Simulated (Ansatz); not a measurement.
# Al2Au, space group Fm-3m: a surface slab

Computed with the Python package of Ansatz (0.2.0).

Contents of `POSCAR`:
```text
Al2Au
1.0
   0.00000000    3.00000000    3.00000000
   3.00000000    0.00000000    3.00000000
   3.00000000    3.00000000    0.00000000
Al Au
2 1
Direct
   0.25000000    0.25000000    0.25000000
   0.75000000    0.75000000    0.75000000
   0.00000000    0.00000000    0.00000000
```

Typed at the interpreter:
```pycon
>>> import warnings
>>> import ansatz as az
>>> from ase.build import surface
>>> from ase.io import read
>>> import numpy as np
>>> warnings.simplefilter("ignore", az.DeckWarning)
>>> atoms = read("POSCAR", format="vasp")
>>> # the plane is named in the basis of this cell
>>> slab = surface(atoms, (1, 1, 1), 3, vacuum=7.0)
>>> slab.pbc = True
>>> print(slab.get_chemical_formula(), "area {:.3f} A^2, cell height {:.2f} A".format(np.linalg.norm(np.cross(slab.cell[0], slab.cell[1])), slab.cell[2, 2]))
Al6Au3 area 15.588 A^2, cell height 23.53 A
>>> def settings(structure):
...     return (
...         az.Crystal.from_ase(structure).calculation()
...         .functional("lda")
...         .basis(260)
...         .accuracy("low")
...         .occupations("Methfessel-Paxton", width=0.3)
...         .mixing("anderson", ndim=8, beta=0.6)
...         .scf(max_iterations=80)
...     )
...
>>> base = (
...     settings(slab)
...     .kpoints(5, 5, 1)
...     .electric_field(axis=3, dipole_correction=True)
...     .potential()
...     .forces()
... )
>>> outcome = base.run(threads=1)
RunWarning: efield: at this solve's end the planar-averaged density reaches 6.70e-5 e/Å³ inside the ramp window [0.9075, 0.0925] (bound 1e-5 e/Å³), and -5.23e-5 e/Å³ on another of its planes; by the running means of the window's planes the mean density over a ramp is at most 1.39e-5 e/Å³, which is held to the bound [...]
RunWarning: The output density's exchange-correlation potential varies sharply where the density is thin. Do not read a vacuum level from v_tot or v_xc, or from such a field of the output density. On a cell that repeats whose density bears no net charge and no dipole along the vacuum's axis use v_es (v_loc + v_h of [...]
>>> rep = outcome.report
>>> rep["converged"], rep["free_energy_ev"]
(True, -41669.15922791575)
>>> {key: value for key, value in rep.items() if isinstance(value, (int, float)) and "ev" in key}
{'n_hpsi_unsolved_levels': 74, 'gap_by_band_count_ev': -2.2520266443022052, 'fermi_energy_ev': 2.225881516289716, 'harris_foulkes_ev': -41669.159227953955, 'scf_correction_max_component_ev_ang': 0.007492477373248372, 'free_energy_ev': -41669.15922791575, 'internal_energy_ev': -41669.17411695554, 'lagrangian_ev': -41669.15922791575, 'energy_sigma0_ev': -41669.1629501757, 'lagrangian_sigma0_ev': -41669.1629501757, 'lagrangian_above_aufbau_ev': 0.0006303694508921244, 'entropy_ts_ev': -0.014889039789306543, 'loop_fermi_energy_ev': 2.225881516289716, 'occupations_fermi_energy_ev': 2.2258815162905212}
>>> rep["n_iterations"], rep["closed_by"]
(9, 'deck_thresholds')
>>> print(f"slab free energy {rep['free_energy_ev']:.4f} eV, Fermi level {rep['fermi_energy_ev']:.3f} eV")
slab free energy -41669.1592 eV, Fermi level 2.226 eV
>>> for key, value in rep["work_function"].items():
...     if isinstance(value, float):
...         print(f"{key:34s} {value:12.5f}")
...
ramp_position                           0.95000
ramp_width                              0.10000
amplitude_v_ang                         0.00000
dipole_field_v_ang                      0.00191
dipole_moment_e_ang                     0.00387
phi_plus_ev                             4.80304
phi_minus_ev                            4.84822
vacuum_level_plus_ev                    7.02892
vacuum_level_minus_ev                   7.07410
flatness_plus_ev_ang                    0.00241
flatness_minus_ev_ang                   0.00188
ramp_density_extremum_e_ang3            0.00007
ramp_density_minimum_e_ang3            -0.00005
ramp_density_bound_e_ang3               0.00001
ramp_density_effective_e_ang3           0.00001
plane_spacing_ang                       0.18821
>>> print("z (A) and force along z (eV/A)")
z (A) and force along z (eV/A)
>>> for site, force in sorted(zip(outcome.lattice.sites, rep["forces_ev_ang"]), key=lambda pair: pair[0].position_ang[2]):
...     print(f"{site.symbol:3s} {site.position_ang[2]:8.3f} {force[2]:9.4f}")
...
Au     7.000    0.9956
Al     7.866   -0.6076
Al     9.598    0.0718
Au    10.464   -0.3269
Al    11.330    0.0196
Al    13.062   -0.0566
Au    13.928   -0.1238
Al    14.794    0.2149
Al    16.526   -0.1918
```

Caveats:
- These settings explore the input space; cutoff and mesh may be short of convergence.
- The cutoff lies under the one recommended for these potentials.
- Under cold or Methfessel-Paxton smearing the entropy term is a generalised one and can be negative.
- The density doesn't vanish in the vacuum (a short gap or a low cutoff), which blurs the vacuum level.
- For a metal this k-point mesh is coarse: on a finer one energies can move by several to tens of meV an atom and pressures by half a GPa or more, differences at one mesh by less.
- The zero of the levels is a convention of the potentials, so an absolute Fermi energy is no work function.
- A gap by band count of zero or less means overlapping bands, a metal, and at an odd count of electrons it is no gap at all.
- The structure is a deposited one; some such entries were measured under pressure or heat, so a shift against it needn't be the functional's error alone.
- Gaps and levels are Kohn-Sham values on a finite set of k-points, without spin-orbit coupling.
- Warnings are shown shortened and without file and line.
- The slab is thin and cut from the structure as given; a cut can leave two unlike or polar faces, and the surface energy is then their mean. Miller indices refer to the vectors of the cell as typed, and the lattice isn't relaxed for this functional, so relaxation and surface energy can hold strain.
- The script silences the warnings on its input, which a real study should read.
- Hardware and time: 5.1 s on 1 thread of Arm Neoverse V2, with other jobs on the host, peak memory 0.47 GiB.

(Lines on the test bed's own set-up are left out of the output.)
